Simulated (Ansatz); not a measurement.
**CH₄BFOSi: up Jacob's ladder to CCSD(T)**

One table from this session's results is given with a row withheld; the runs are named, their logs left out.

Method: functionals in def2-TZVPP, the program's frozen cores in correlated methods; program: Ansatz 0.2.0, Gaussian basis.

Levels to be run: LDA (SPW92), PBE-D4, revPBE-D4, BLYP-D4, r2SCAN-D4, B97M-V, PBE0-D4, B3LYP-D4, r2SCANh-D4, r2SCAN0-D4, HSE06-D4, BHLYP-D4, CAM-B3LYP-D4, LC-ωPBE, ωB97X-V, ωB97M-V, B2PLYP, PBE-QIDH; CCSD(T)/def2-SVP; CCSD(T)/def2-TZVPP; MP2/def2-QZVPP; extrapolation to the limit; RPA on PBE.

## Structure used throughout

All runs share one geometry, relaxed beforehand with PBE0-D4 in a triple-zeta def2 set.

9 atoms, charge 0, spin multiplicity 1.

Atoms are counted from 1 here; the program's logs count them from 0.

Bond lengths: F1–B3 1.330 Å, C2–B3 1.527 Å, C2–Si4 1.836 Å, C2–O5 1.479 Å, C2–H6 1.090 Å, B3–H7 1.199 Å, Si4–O5 1.650 Å, Si4–H8 1.476 Å, Si4–H9 1.476 Å. Angles: B3–C2–Si4 114.9°, B3–C2–O5 118.3°, B3–C2–H6 121.3°, Si4–C2–O5 58.5°, Si4–C2–H6 115.1°, O5–C2–H6 113.0°, F1–B3–C2 119.0°, F1–B3–H7 118.2°, C2–B3–H7 122.8°, C2–Si4–O5 49.8°, C2–Si4–H8 122.6°, C2–Si4–H9 119.5°, O5–Si4–H8 117.2°, O5–Si4–H9 117.6°, H8–Si4–H9 114.3°, C2–O5–Si4 71.6°.

Set-up of the first run:

Contents of in.yaml:

```yaml
crystal:
  periodic: [false, false, false]
  atoms:
    - {symbol: F, position_ang: [1.467212, 2.078609, 0.316763]}
    - {symbol: C, position_ang: [-0.208517, 0.463809, -0.490782]}
    - {symbol: B, position_ang: [1.226610, 0.854636, -0.143949]}
    - {symbol: Si, position_ang: [-0.855903, -0.993172, 0.420559]}
    - {symbol: O, position_ang: [-0.437643, -0.830702, -1.167330]}
    - {symbol: H, position_ang: [-0.954609, 1.216225, -0.748258]}
    - {symbol: H, position_ang: [2.142878, 0.084130, -0.209143]}
    - {symbol: H, position_ang: [0.002757, -1.850580, 1.260735]}
    - {symbol: H, position_ang: [-2.294385, -1.069254, 0.744305]}
basis:
  gaussian: {orbitals: def2-TZVPP}
hamiltonian: {xc: lda}
output: {orbitals: {seedname: orbitals}}
```

Steps of the session up to this table: LDA; PBE-D4 (GGA); revPBE-D4 (GGA); BLYP-D4 (GGA); r2SCAN-D4 (meta-GGA); B97M-V (meta-GGA); PBE0-D4 (hybrid); B3LYP-D4 (hybrid); r2SCANh-D4 (hybrid); r2SCAN0-D4 (hybrid); HSE06-D4 (hybrid); BHLYP-D4 (hybrid); CAM-B3LYP-D4 (range-separated); LC-ωPBE (range-separated); ωB97X-V (range-separated); ωB97M-V (range-separated); B2PLYP (double hybrid); PBE-QIDH (double hybrid).

One of the session's tables, all rows but one given; the rest of the session is left out.

It belongs to the step «Orbital energies across the functionals». 

| functional | HOMO (eV) | gap (eV) |
| --- | --- | --- |
| LDA (SPW92) | -6.76 | 4.49 |
| PBE-D4 | -6.59 | 4.57 |
| revPBE-D4 | -6.52 | 4.61 |
| BLYP-D4 | -6.46 | 4.58 |
| r2SCAN-D4 | -6.83 | 5.11 |
| B97M-V | -6.93 | 5.12 |
| PBE0-D4 | -7.87 | 6.73 |
| B3LYP-D4 | -7.64 | 6.29 |
| r2SCANh-D4 | -7.32 | 5.91 |
| r2SCAN0-D4 | -8.03 | 7.07 |
| HSE06-D4 | -7.47 | 5.96 |
| BHLYP-D4 | -8.98 | 8.76 |
| CAM-B3LYP-D4 | -9.20 | 9.09 |
| LC-ωPBE | -10.52 | 11.57 |
| ωB97X-V | ? | ? |
| ωB97M-V | -10.07 | 10.75 |

**Question.** Estimate the row for ωB97X-V.

The run gave: HOMO (eV): -10.17; gap (eV): 11.11. In the column «HOMO (eV)» it lies between LC-ωPBE (-10.52) and ωB97M-V (-10.07).
